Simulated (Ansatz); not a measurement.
# EuN: the cost of one run

Computed with Ansatz 0.2.0 (DFT LDA+U (U = 3 eV, J = 0.9 eV on Eu f), plane waves, PAW, no spin–orbit coupling unless a run says so, unless a step's input says otherwise).

### 1 Starting point

Symmetry: Fm-3m, No. 225, cubic system. The conventional cell has a = 5.014 Å, b = 5.014 Å, c = 5.014 Å, α = 90.00°, β = 90.00°, γ = 90.00°. Eu (site symmetry m-3m) is surrounded by 6 N at 2.51 Å. Around N (site symmetry m-3m) lie 6 Eu at 2.51 Å.

As a file:

```xyz
2
Lattice="0.0000 2.5070 2.5070 2.5070 0.0000 2.5070 2.5070 2.5070 0.0000" Properties=species:S:1:pos:R:3 pbc="T T T"
Eu    2.5070    2.5070    2.5070
N     0.0000    0.0000    0.0000
```

Magnetic order typed: ferromagnetic.

### 2 From atoms, symmetry kept, no search

input.yaml reads:

```yaml
crystal:
  lattice:
    - [0.0, 2.50699905, 2.50699905]
    - [2.50699905, 0.0, 2.50699905]
    - [2.50699905, 2.50699905, 0.0]
  atoms:
    - { symbol: Eu, position: [0.5, 0.5, 0.5], spin: 6.0 }
    - { symbol: "N", position: [0.0, 0.0, 0.0] }
basis:
  ecutwfc: 420
  ecutrho_ratio: 4
kpoints:
  mp_grid: { grid: [7, 7, 7] }
hamiltonian:
  xc: lda
  hubbard: { sites: [{ site: 0, l: f, u: 3.0, j: 0.9 }] }
scf:
  occupations: { method: gaussian, width: 0.05 }
  lower_state_search: "off"
  max_iter: 150
output:
  forces: true
  stress: true
  eigenvalues: true
  populations: true
  hubbard: { sites: [{ site: 0, l: f }] }
magnetization:
  spin_polarized: true
```

Started as:

```bash
> ansatz run input.yaml --threads 2 --pin off --max-ram 3072MiB --backend cpu --events-out ev --progress --plain --runs-dir out
```

**Question.** How long does this run take on 2 threads of Arm Neoverse V1, shared host, and how much memory does it need?

About 3 s, with a peak of 0.31 GiB.
